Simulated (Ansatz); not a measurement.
# C4H3F3: one species, many methods

One table from this session's results is given with a row withheld; the runs are named, their logs left out.

Computed with Ansatz 0.2.0, Gaussian basis. Level: functionals in def2-TZVPP, the program's frozen cores in correlated methods.

Plan: PBE-D4, r2SCAN-D4, PBE0-D4, B3LYP-D4, ωB97X-V, ωB97M-V, B2PLYP; CCSD(T)/def2-TZVPP; MP2/def2-QZVPP; extrapolation to the limit.

## The geometry

All runs share one geometry, relaxed beforehand with PBE0-D4 in a triple-zeta def2 set.

SMILES `F/C=C/C=C(F)F`, 10 atoms, charge 0, spin multiplicity 1.

Atoms are counted from 1 here; the program's logs count them from 0.

Bond lengths: F1–C2 1.334 Å, C2–C3 1.326 Å, C2–H8 1.084 Å, C3–C4 1.443 Å, C3–H9 1.084 Å, C4–C5 1.324 Å, C4–H10 1.083 Å, C5–F6 1.314 Å, C5–F7 1.313 Å. Angles: F1–C2–C3 121.6°, F1–C2–H8 112.6°, C3–C2–H8 125.8°, C2–C3–C4 122.4°, C2–C3–H9 118.6°, C4–C3–H9 119.0°, C3–C4–C5 123.5°, C3–C4–H10 120.2°, C5–C4–H10 116.3°, C4–C5–F6 125.2°, C4–C5–F7 124.6°, F6–C5–F7 110.2°.

Coordinates:

```xyz
10
C4H3F3
F    -0.8224   -2.8624    0.1776
C    -0.2666   -1.7716   -0.3532
C    -0.3076   -0.5994    0.2662
C     0.2873    0.5907   -0.2917
C     0.2598    1.7711    0.3082
F    -0.3014    2.0164    1.4703
F     0.7932    2.8673   -0.1784
H     0.1999   -1.9658   -1.3127
H    -0.8072   -0.5362    1.2267
H     0.7902    0.5505   -1.2495
```

Set-up of the first run:

Contents of in.yaml:

```yaml
crystal:
  periodic: [false, false, false]
  atoms:
    - {symbol: F, position_ang: [-0.822383, -2.862406, 0.177646]}
    - {symbol: C, position_ang: [-0.266638, -1.771590, -0.353174]}
    - {symbol: C, position_ang: [-0.307645, -0.599414, 0.266192]}
    - {symbol: C, position_ang: [0.287316, 0.590674, -0.291733]}
    - {symbol: C, position_ang: [0.259806, 1.771075, 0.308222]}
    - {symbol: F, position_ang: [-0.301426, 2.016435, 1.470308]}
    - {symbol: F, position_ang: [0.793206, 2.867270, -0.178424]}
    - {symbol: H, position_ang: [0.199880, -1.965751, -1.312739]}
    - {symbol: H, position_ang: [-0.807165, -0.536199, 1.226720]}
    - {symbol: H, position_ang: [0.790247, 0.550508, -1.249517]}
basis:
  gaussian: {orbitals: def2-TZVPP}
hamiltonian: {xc: pbe, dispersion: d4}
output: {forces: true, orbitals: {seedname: orbitals}}
```

Steps of the session up to this table: PBE-D4 (GGA); r2SCAN-D4 (meta-GGA); PBE0-D4 (hybrid); B3LYP-D4 (hybrid); ωB97X-V (range-separated); ωB97M-V (range-separated); B2PLYP (double hybrid); CCSD(T) in def2-TZVPP; MP2 in def2-QZVPP.

One table of the session follows, with a row left open; its other results are not shown here.

```
            method  atomisation energy (kcal/mol)
            PBE-D4                         1093.0
         r2SCAN-D4                         1051.2
           PBE0-D4                         1055.6
          B3LYP-D4                         1040.8
           ωB97X-V                              ?
           ωB97M-V                         1044.4
            B2PLYP                         1032.0
     HF/def2-TZVPP                          730.9
    MP2/def2-TZVPP                         1048.0
   CCSD/def2-TZVPP                          987.6
CCSD(T)/def2-TZVPP                         1010.0
           MP2/CBS                         1075.2
       CCSD(T)/CBS                         1037.2
```

**Question.** Estimate the row for ωB97X-V.

**Answer.** atomisation energy (kcal/mol): 1041.5. In the column «atomisation energy (kcal/mol)» it lies between B3LYP-D4 (1040.8) and ωB97M-V (1044.4).

Caveats from the session: Free atoms (3 F, 4 C, 3 H) were run apart at each level; the atomisation energy is their sum less the molecule, without zero-point or spin-orbit terms.
